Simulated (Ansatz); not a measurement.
# C2H8GeSi: up Jacob's ladder to CCSD(T)

One table from this session's results is given with a row withheld; the runs are named, their logs left out.

Method: functionals in def2-TZVPP, the program's frozen cores in correlated methods; program: Ansatz 0.2.0, Gaussian basis.

Levels to be run: PBE-D4, r2SCAN-D4, PBE0-D4, B3LYP-D4, ωB97X-V, ωB97M-V, B2PLYP; CCSD(T)/def2-TZVPP; MP2/def2-QZVPP; extrapolation to the limit.

**The relaxed structure**

All runs share one geometry, relaxed beforehand with PBE0-D4 in a triple-zeta def2 set.

SMILES `C=[CH][GeH2][SiH3]`, 12 atoms, charge 0, spin multiplicity 1.

Atoms are counted from 1 here; the program's logs count them from 0.

Bond lengths: C1–C2 1.328 Å, C1–H5 1.086 Å, C1–H6 1.087 Å, C2–Ge3 1.941 Å, C2–H7 1.088 Å, Ge3–Si4 2.383 Å, Ge3–H8 1.541 Å, Ge3–H9 1.542 Å, Si4–H10 1.488 Å, Si4–H11 1.487 Å, Si4–H12 1.488 Å. Angles: C2–C1–H5 122.0°, C2–C1–H6 121.8°, H5–C1–H6 116.1°, C1–C2–Ge3 123.4°, C1–C2–H7 118.9°, Ge3–C2–H7 117.7°, C2–Ge3–Si4 110.5°, C2–Ge3–H8 108.1°, C2–Ge3–H9 109.8°, Si4–Ge3–H8 110.5°, Si4–Ge3–H9 109.3°, H8–Ge3–H9 108.6°, Ge3–Si4–H10 109.9°, Ge3–Si4–H11 110.1°, Ge3–Si4–H12 110.8°, H10–Si4–H11 108.6°, H10–Si4–H12 108.6°, H11–Si4–H12 108.8°.

Set-up of the first run:

in.yaml

```yaml
crystal:
  periodic: [false, false, false]
  atoms:
    - {symbol: C, position_ang: [-1.620774, 1.722109, 0.252625]}
    - {symbol: C, position_ang: [-0.377450, 1.301538, 0.451759]}
    - {symbol: Ge, position_ang: [0.081127, -0.554150, 0.791435]}
    - {symbol: Si, position_ang: [1.343427, -1.448059, -1.021602]}
    - {symbol: H, position_ang: [-2.470345, 1.045884, 0.288412]}
    - {symbol: H, position_ang: [-1.847178, 2.765115, 0.047717]}
    - {symbol: H, position_ang: [0.435461, 2.023335, 0.403978]}
    - {symbol: H, position_ang: [-1.228915, -1.343680, 0.977359]}
    - {symbol: H, position_ang: [0.908163, -0.659952, 2.088617]}
    - {symbol: H, position_ang: [2.564992, -0.627341, -1.241739]}
    - {symbol: H, position_ang: [0.530385, -1.431874, -2.266691]}
    - {symbol: H, position_ang: [1.758208, -2.848124, -0.737772]}
basis:
  gaussian: {orbitals: def2-TZVPP}
hamiltonian: {xc: pbe, dispersion: d4}
output: {forces: true, orbitals: {seedname: orbitals}}
```

Started as:

```sh
> ansatz run in.yaml --threads 4 --pin off --events-out ev --progress --plain --max-ram 10444MiB
```

Steps of the session up to this table: PBE-D4 (GGA); r2SCAN-D4 (meta-GGA); PBE0-D4 (hybrid); B3LYP-D4 (hybrid); ωB97X-V (range-separated); ωB97M-V (range-separated); B2PLYP (double hybrid); CCSD(T) in def2-TZVPP; MP2 in def2-QZVPP.

One table of the session follows, with a row left open; its other results are not shown here.

It belongs to the step «Atomisation energies». 

```
            method  atomisation energy (kJ/mol)
            PBE-D4                            ?
         r2SCAN-D4                       4010.7
           PBE0-D4                       3990.7
          B3LYP-D4                       4002.1
           ωB97X-V                       4023.3
           ωB97M-V                       3997.9
            B2PLYP                       3957.7
     HF/def2-TZVPP                       3013.8
    MP2/def2-TZVPP                       3924.7
   CCSD/def2-TZVPP                       3886.2
CCSD(T)/def2-TZVPP                       3933.3
           MP2/CBS                       4006.3
       CCSD(T)/CBS                       4015.0
```

Estimate the missing values for PBE-D4.

**Answer.** atomisation energy (kJ/mol): 4021.0. In the column «atomisation energy (kJ/mol)» it lies between CCSD(T)/CBS (4015.0) and ωB97X-V (4023.3).
